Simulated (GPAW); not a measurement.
Crystal: ZnGaP.

```
Zn Ga P
1.0
     4.01594    0.00000    0.00000
    -2.00797    3.47791    0.00000
     0.00000    0.00000    4.40420
Zn Ga P
1 1 1
Cartesian
  0.0000 0.0000 2.2021
  2.0080 1.1593 0.0000
  0.0000 2.3186 2.2021
```

The cell was built by a generator and needn't be a form met in nature.

| Property | Result |
| --- | --- |
| Program | GPAW 26.7.0 |
| Task | relaxation of cell and atoms |
| Functional | PBEsol |
| Potentials or basis | PAW data sets generated in the run's folder for this functional |
| Cutoff | 600 eV |
| Basis | pw |
| k mesh | 8 × 8 × 6 |
| Occupations | fermi-dirac, width 0.05 eV |
| Spin | no spin polarisation |

At the start: pressure -3.3 GPa; volume 20.50 Å³/atom.

Task: Where does the relaxation end?

Result: Over 8 steps the energy falls by 16.4 meV/atom and the volume is 18.96 Å³/atom (-7.5 %); space group P-6m2 (No. 187, to 0.05 Å).

The path:
| step | energy change (eV) | largest force (eV/Å) | pressure (GPa) | volume (Å³) |
| --- | --- | --- | --- | --- |
| 1 | 0.0000 | 0.0000 | -3.27 | 61.51 |
| 2 | -0.0070 | 0.0000 | -2.98 | 61.15 |
| 3 | -0.0384 | 0.0000 | 0.12 | 57.77 |
| 4 | -0.0392 | 0.0000 | -0.04 | 57.88 |
| 5 | -0.0439 | 0.0000 | -0.54 | 58.00 |
| 6 | -0.0475 | 0.0000 | -0.57 | 57.63 |
| 7 | -0.0491 | 0.0000 | -0.23 | 57.08 |
| 8 | -0.0493 | 0.0000 | -0.04 | 56.89 |

Final structure:
```xyz
3
Lattice="3.9591 0.0000 0.0000 -1.9795 3.4287 0.0000 0.0000 0.0000 4.1912" Properties=species:S:1:pos:R:3 pbc="T T T"
Zn    0.0000    0.0000    2.0956
Ga    1.9795    1.1429    0.0000
P     0.0000    2.2858    2.0956
```

Caveat: the data sets keep Ga 3d, Li 1s and Be 1s frozen, and some such compounds lay over 1.5 % in volume off other programs; later steps reuse the first step's grids.
